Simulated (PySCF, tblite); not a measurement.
# C₃H₇F₂O₂Si radical: geometry, infrared bands and EPR parameters

Aim: predict the infrared bands and EPR parameters of C₃H₇F₂O₂Si radical (`FC(F)O[CH]CO[SiH3]`).

The runs use tblite 0.8.0 and PySCF 2.14.0, with density-fitted response routines of our own; the level of theory stands in each step. All values are computed, except where a source is named. Atoms are numbered from 0 throughout.

## 1. The starting structure

15 atoms, charge 0, multiplicity 2; geometry from: force field or distance geometry start.

Bonds of the start (Å): F0–C1 1.37, C1–F2 1.34, C1–O3 1.42, O3–C4 1.39, C4–C5 1.50, C5–O6 1.42, O6–Si7 1.66, C1–H8 1.10, C4–H9 1.08, C5–H10 1.10, C5–H11 1.10, Si7–H12 1.48, Si7–H13 1.49, Si7–H14 1.49.

## 2. Relaxing the molecule with GFN2-xTB

The job: settings as JSON, then the geometry in Å.

```
{"job": {"kind": "relax", "xc": "GFN2-xTB", "basis": "xTB"}, "charge": 0, "multiplicity": 2}
F      3.215500     1.267000    -0.505000
C      1.984500     0.743200    -0.229300
F      1.122100     1.304300    -1.080700
O      2.068100    -0.649300    -0.501000
C      0.975200    -1.416800    -0.124700
C     -0.426600    -0.895300    -0.126000
O     -0.553400     0.024200     0.949400
Si    -2.052600     0.685700     1.230800
H      1.745100     0.965800     0.821800
H      1.178100    -2.461600    -0.321700
H     -0.652200    -0.421400    -1.087300
H     -1.105100    -1.748300     0.017800
H     -1.978200     1.653100     2.352900
H     -2.517700     1.357600    -0.009800
H     -3.007200    -0.400400     1.569300
```

Run with:

```console
> OMP_NUM_THREADS=1 python probes_run.py task.json out
```

The driver reads the jobs from task.json and runs them one after another.

**Question.** This job is followed by: GFN2-xTB harmonic vibrations, gas phase; UKS B3LYP, pcH-1 on C F H O Si, non-relativistic, mean-field spin-orbit, GIAO. What will the session give for the following? strongest single infrared mode (GFN2-xTB); zero-point energy (GFN2-xTB); g(iso) (B3LYP); ⟨S²⟩; largest a(iso) (averaged by class); potential on the surface of density 0.002 e/bohr³, 1st and 99th percentile.

As calculated:

| quantity | value |
| --- | --- |
| strongest single infrared mode (GFN2-xTB) | 2231 cm⁻¹, 368 km/mol |
| zero-point energy (GFN2-xTB) | 59.8 kcal/mol |
| g(iso) (B3LYP) | 2.00286 |
| ⟨S²⟩ | 0.754 (exact 0.75) |
| largest a(iso) (averaged by class) | 13C on C4, 107.5 MHz |
| potential on the surface of density 0.002 e/bohr³, 1st and 99th percentile | -0.90 V and 1.58 V |

**Reading.** Over 108 steps the energy fell by 0.278 eV; of the close pairs, C1–O3 changed most, 1.421 to 1.355 Å. All 39 modes are real, so the xTB geometry is a minimum. The strongest single mode, at 2231 cm⁻¹, moves mainly H13. Unscaled tight-binding wavenumbers are off by several per cent, some by more. Its intensities can rank the bands wrongly. Most of the unpaired spin sits on C4 (0.91 e). The isotropic g lies 0.5 ppt above the free-electron value. These values are for one conformer; the search (at its own cheap level) found 2 more, at 0.15, 2.29 kcal/mol, and measured spectra average over such forms.
